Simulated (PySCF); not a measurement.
# AsBH6: the cost of one run

The runs use PySCF 2.14.0, with density-fitted response routines of our own; the level of theory stands in each step. All values are computed, except where a source is named. Atoms count from 0, in the outputs and in this text.

## (1) The molecule as given

8 atoms, charge 0, multiplicity 1; geometry from: GFN2-xTB. The atoms were then displaced at random by about 0.03 Å, so the start is not that level's minimum.

Bonds of the start (Å): B0–As1 1.99, B0–H2 1.25, B0–H3 1.10, B0–H4 1.27, As1–H5 1.51, As1–H6 1.50, As1–H7 1.51.

## (2) Optimising the geometry at PBE0-D3(BJ)/def2-SVP

Job settings and geometry (Å):

```
{"job": {"xc": "PBE0", "basis": "def2-SVP", "d3": "d3bj", "grid": 1, "shake": 0.03, "kind": "geom"}, "charge": 0, "multiplicity": 1}
B     -1.152100    -0.206520     0.030810
As     0.816330     0.092290    -0.024180
H     -1.645210     0.634160     0.818490
H     -1.253950    -1.267710     0.302580
H     -1.558520     0.117560    -1.123600
H      1.497640     1.394560    -0.382140
H      1.717310    -0.718800    -0.913820
H      1.734830    -0.112360     1.159000
```

Launch:

```bash
> OMP_NUM_THREADS=1 python probes_run.py task.json out
```

This one command runs all jobs of the session in turn.

**Question.** How long does this first job take on 1 thread of Arm Neoverse N1, shared host, and how much memory does it need?

About 16 s, with a peak of 0.3 GiB.
